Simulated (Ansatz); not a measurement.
Write a Python script for Ansatz's Python interface that makes a rigid scan of one bond angle of C2H4OSe, SMILES CC(O)=[Se]. Level of theory (for the species named): PBE0, def2-SVP basis, multiplicity 1.

```xyz
8

C     0.0865    0.7967    0.0842
C    -0.0724   -0.5771   -0.3787
O    -0.0631   -1.6196    0.5234
Se   -0.1905   -0.8284   -2.3403
H     1.0074    0.9885    0.5764
H    -0.7978    1.0936    0.7620
H     0.0126    1.5149   -0.8054
H     0.1095   -1.4256    1.5226
```

`bend_c2h4ose.py`:
```python
"""Energy of C2H4OSe against one bond angle."""

import logging
import sys

import ansatz
from ase import Atoms

logging.basicConfig(stream=sys.stdout, format="[%(levelname)s] %(message)s")
logger = logging.getLogger("calc")
logger.setLevel(logging.INFO)


def main() -> None:
    atoms = Atoms(["C", "C", "O", "Se", "H", "H", "H", "H"], positions=[
        [0.0865, 0.7967, 0.0842],
        [-0.0724, -0.5771, -0.3787],
        [-0.0631, -1.6196, 0.5234],
        [-0.1905, -0.8284, -2.3403],
        [1.0074, 0.9885, 0.5764],
        [-0.7978, 1.0936, 0.762],
        [0.0126, 1.5149, -0.8054],
        [0.1095, -1.4256, 1.5226],
    ])

    # relax first, so that the scan starts from a minimum
    first = ansatz.Crystal.molecule_from_ase(atoms).calculation()
    first = first.basis(gaussian="def2-SVP").functional("pbe0")
    first = first.relax(force_tolerance=0.02, max_steps=80)
    atoms.positions = first.run(threads=1, pin="off").report["positions_ang"]

    rows = []
    for angle in [85, 95, 105, 115, 125, 140, 160]:
        bent = atoms.copy()
        bent.set_angle(1, 2, 7, angle, indices=[7])
        calculation = ansatz.Crystal.molecule_from_ase(bent).calculation()
        calculation = calculation.basis(gaussian="def2-SVP")
        calculation = calculation.correlation("MP2")
        rows.append((angle, calculation.run(threads=1, pin="off").report["free_energy_ev"]))
    floor = min(e for _, e in rows)
    for angle, e in rows:
        logger.info(f"angle C1-O2-H7 = {angle:3d} deg   {1000 * (e - floor):9.1f} meV")


if __name__ == "__main__":
    main()
```

```console
$ python bend_c2h4ose.py
[INFO] angle C1-O2-H7 =  85 deg       540.5 meV
[INFO] angle C1-O2-H7 =  95 deg       166.5 meV
[INFO] angle C1-O2-H7 = 105 deg         0.0 meV
[INFO] angle C1-O2-H7 = 115 deg         5.2 meV
[INFO] angle C1-O2-H7 = 125 deg       144.8 meV
[INFO] angle C1-O2-H7 = 140 deg       513.5 meV
[INFO] angle C1-O2-H7 = 160 deg      1043.6 meV
```

Reading the output:
- The scan is rigid, and the energies are electronic, in a modest basis. The zero is the lowest point of the grid, which needn't be the minimum.
- The start is relaxed with a density functional and scanned with the wavefunction method, so it isn't exactly that method's minimum.
- It ran for 41 s on 1 thread of Arm Neoverse V2, with other jobs on the host, peak memory 0.28 GiB.
